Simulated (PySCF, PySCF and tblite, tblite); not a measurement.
# C₃H₈BN: a path driven as rotation about a bond, and NMR exchange

The task here is to estimate one member of a computed series from the others.

Programs: PySCF 2.14.0 with density-fitted response routines of our own, and tblite 0.8.0. All values are computed, except where a source is named. Atoms count from 0 throughout.

### The starting structure

13 atoms, charge 0, multiplicity 1; geometry from: force field or distance geometry start.

Bonds of the start (Å): B2–H8 1.18, B2–N3 1.54, C0–C1 1.34, C0–H5 1.07, C0–H6 1.09, C1–B2 1.55, C1–H7 1.09, C4–H10 1.11, C4–H11 1.11, C4–H12 1.11, N3–C4 1.45, N3–H9 1.04.

Set-up of the first run:

Job settings and geometry (Å):

```
{"job": {"xc": "GFN2-xTB", "basis": "xTB", "kind": "relax"}, "charge": 0, "multiplicity": 1}
C      2.667000    -0.298300     0.233800
C      1.411000    -0.775700     0.179500
B      0.190300     0.149300    -0.058300
N     -1.228900    -0.437600    -0.101500
C     -2.225700     0.598400    -0.318000
H      3.488900    -0.966000     0.407300
H      2.858800     0.767100     0.095600
H      1.256300    -1.839200     0.332400
H      0.353900     1.313900    -0.201700
H     -1.267900    -1.105100    -0.900000
H     -3.238200     0.139000    -0.355400
H     -2.216100     1.339100     0.504800
H     -2.053800     1.115600    -1.287400
```

Run with:

```console
$ OMP_NUM_THREADS=1 python ens_run.py task.json out
```

The driver reads the study from task.json and runs its stages one after another.

Among the steps run: GFN2-xTB relaxation, start minimum; Relaxed scan, rotation; Nudged elastic band, leg 1; Saddle search, leg 1; Saddle search, other pyramid; DFT refinement, start: PBE0-D3(BJ)/def2-SVP; DFT refinement, end: PBE0-D3(BJ)/def2-SVP; Shieldings, start: PBE0/pcSseg-1 in benzene; Shieldings: PBE0/pcSseg-1 in benzene; Shieldings, end: PBE0/pcSseg-1 in benzene; Single-point energy, saddle of leg 1: PBE0/pcSseg-1 in benzene; Kinetics and line shapes; Shieldings, start: PBE0/aug-pcSseg-1; Single-point energy: PBE0/aug-pcSseg-1; Shieldings, end: PBE0/aug-pcSseg-1; Single-point energy, saddle of leg 1: PBE0/aug-pcSseg-1; Second level: PBE0/aug-pcSseg-1 + D3(BJ).

One table of the session follows, with a row left open; its other results are not shown here.

Barriers by level (kcal/mol; entropies in cal/(mol K)). Zero-point and thermal terms come from xTB in every row. ΔG‡ leaves symmetry out; the rate counts equivalent paths (a factor of 2) and all 2 saddles; effective ΔG‡, where given, is the barrier that would give that rate by Eyring's equation alone:

| level | ΔE‡ | with zero-point | ΔH‡ | ΔG‡ (298 K) | ΔE of reaction |
| --- | --- | --- | --- | --- | --- |
| GFN2-xTB | 26.93 | 25.17 | 25.02 | 25.24 | 1.11 |
| PBE0-D3(BJ)/def2-SVP | 30.30 | 28.54 | 28.39 | 28.61 | 0.72 |
| PBE0/pcSseg-1 + D3(BJ), IEF-PCM benzene | ? | ? | ? | ? | ? |
| PBE0/aug-pcSseg-1 + D3(BJ) | 29.47 | 27.71 | 27.56 | 27.78 | 0.69 |

**Question.** Estimate the row for PBE0/pcSseg-1 + D3(BJ), IEF-PCM benzene.

The run gave: ΔE‡: 30.32; with zero-point: 28.56; ΔH‡: 28.41; ΔG‡ (298 K): 28.64; ΔE of reaction: 0.68. In the column «ΔE‡» it is the highest.
